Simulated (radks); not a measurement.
# Ga³⁺ in [Ar] 3d10: an all-electron calculation

The task here is to estimate one member of a computed series from the others.

Method: scalar-relativistic Kohn-Sham, PBEsol, spin-polarised, spherical densities, finite nucleus. Code: radks (a radial shooting solver on a logarithmic mesh, Libxc functionals) version 1.

## The system

```
element            : gallium (Z = 31)
charge             : +3
electrons          : 28
configuration      : [Ar] 3d10
nuclear rms radius : 3.9973 fm
```

Outer shells as boxes (Hund's rule):

Ga³⁺
```
[Ar] core
3d [↑↓][↑↓][↑↓][↑↓][↑↓]
```

Set-up of the first run:

Input:

```text
Z 31
configuration [Ar] 3d10 4s0 4p0 4d0 4f0
relativity scalar-relativistic
functional pbe_sol,pbe_sol
spin polarised
nucleus finite rms 3.9973 fm
c 137.035999084
```

One of the session's tables, all rows but one given; the rest of the session is left out.

It belongs to the step «Radial structure». Sizes of the orbitals, from the radial functions (bohr):

```
level     <r>  outermost maximum (interpolated)  90 % within  nodes
   1s       ?                                 ?            ?      ?
   2s  0.2180                             0.183        0.337      1
   2p  0.1908                             0.146        0.312      0
   3s  0.6525                             0.565        0.978      2
   3p  0.6792                             0.567         1.05      1
   3d  0.7867                             0.533         1.34      0
   4s   1.955                              1.71         2.86      3
   4p   2.283                              1.99         3.37      2
```

Q: Estimate the row for 1s from the others.

As computed: <r>: 0.04863; outermost maximum (interpolated): 0.0318; 90 % within: 0.0869; nodes: 0. In the column «<r>» it is the lowest.
